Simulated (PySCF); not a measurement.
# C2H7ClGeO: the cost of one run

The runs use PySCF 2.14.0, with density-fitted response routines of our own; the level of theory stands in each step. All values are computed, except where a source is named. Atoms are numbered from 0 throughout.

**1. The starting structure**

12 atoms, charge 0, multiplicity 1; geometry from: PBE0-D3(BJ)/def2-SVP.

Bonds of the start (Å): C0–O1 1.40, O1–Ge2 1.78, Ge2–C3 1.97, C3–Cl4 1.79, C0–H5 1.11, C0–H6 1.11, C0–H7 1.10, Ge2–H8 1.55, Ge2–H9 1.53, C3–H10 1.10, C3–H11 1.10.

**2. Core-electron binding energies: SCAN, X2C**

The job: settings as JSON, then the geometry in Å.

```
{"job": {"kind": "xps"}, "charge": 0, "multiplicity": 1}
C     -1.769897     0.477141     0.046129
O     -1.200709    -0.788037     0.228402
Ge     0.450155    -1.120816    -0.341061
C      1.612628     0.386959     0.149304
Cl     1.486020     0.737647     1.895767
H     -1.253510     1.256257     0.638161
H     -1.778249     0.798832    -1.014590
H     -2.817323     0.440156     0.385575
H      0.454709    -1.259410    -1.881461
H      0.865148    -2.409978     0.373517
H      1.328865     1.294852    -0.401382
H      2.663195     0.160083    -0.083238
```

With the program's defaults for keys left out, this is: delta-SCF UKS SCAN, pcX-2 on the ionised atom, pcseg-1 elsewhere, spin-free X2C.

Run with:

```bash
$ OMP_NUM_THREADS=1 python probes_run.py task.json out
```

The driver reads the jobs from task.json and runs them one after another.

Q: Estimate the wall time and peak memory of this first job on 1 thread of Arm Neoverse V1, shared host.

About 30 s, with a peak of 0.55 GiB.
